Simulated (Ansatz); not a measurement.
# SnTe: the cost of one run

Computed with Ansatz 0.2.0 (DFT PBE, scalar-relativistic, plane waves, PAW, unless a step's input says otherwise).

The COD entry's cell or inner coordinates are ideal or old and differ from later refinements, so a difference from it is no clean test against experiment.

1 further run of the same task is left out (set aside as unsound or not needed).

### 1 The system as given

Symmetry: Fm-3m, No. 225, cubic system. Conventional cell: a = 6.413 Å, b = 6.413 Å, c = 6.413 Å, α = 90.00°, β = 90.00°, γ = 90.00°. Sn (site symmetry m-3m) is surrounded by 6 Te at 3.21 Å. Te (site symmetry m-3m) is surrounded by 6 Sn at 3.21 Å.

As a file:

```xyz
2
Lattice="0.0000 3.2065 3.2065 3.2065 0.0000 3.2065 3.2065 3.2065 0.0000" Properties=species:S:1:pos:R:3 pbc="T T T"
Sn    0.0000    0.0000    0.0000
Te    3.2065    3.2065    3.2065
```

This cell was relaxed beforehand with the same method: volume 32.97 Å³/atom, gap on the mesh 0.06 eV.

### 2 Relaxing to 0.001 eV/Å

Response functions are second derivatives at a minimum, so forces and stress are first brought close to zero on the mesh and occupations that the response runs use.

File input.yaml:

```yaml
crystal:
  lattice:
    - [0.0, 3.206487025, 3.206487025]
    - [3.206487025, 0.0, 3.206487025]
    - [3.206487025, 3.206487025, 0.0]
  atoms:
    - { symbol: Sn, position: [0.0, 0.0, 0.0] }
    - { symbol: Te, position: [0.5, 0.5, 0.5] }
basis:
  ecutwfc: 420
kpoints:
  mp_grid: { grid: [10, 10, 10] }
hamiltonian:
  xc: pbe
scf:
  occupations: { method: gaussian, width: 0.01 }
output:
  forces: true
  stress: true
  eigenvalues: true
relax:
  adjacent_minimum: "off"
  f_tol: 0.001
  max_steps: 60
  cell: { stress_tol: 0.01 }
```

Run with:

```
> ansatz run input.yaml --threads 1 --pin off --max-ram 2560MiB --backend cpu --events-out ev --progress --plain --runs-dir out
```

What time and memory should one allow on 1 thread of Arm Neoverse V2, shared host?

About 11 s, with a peak of 0.37 GiB.
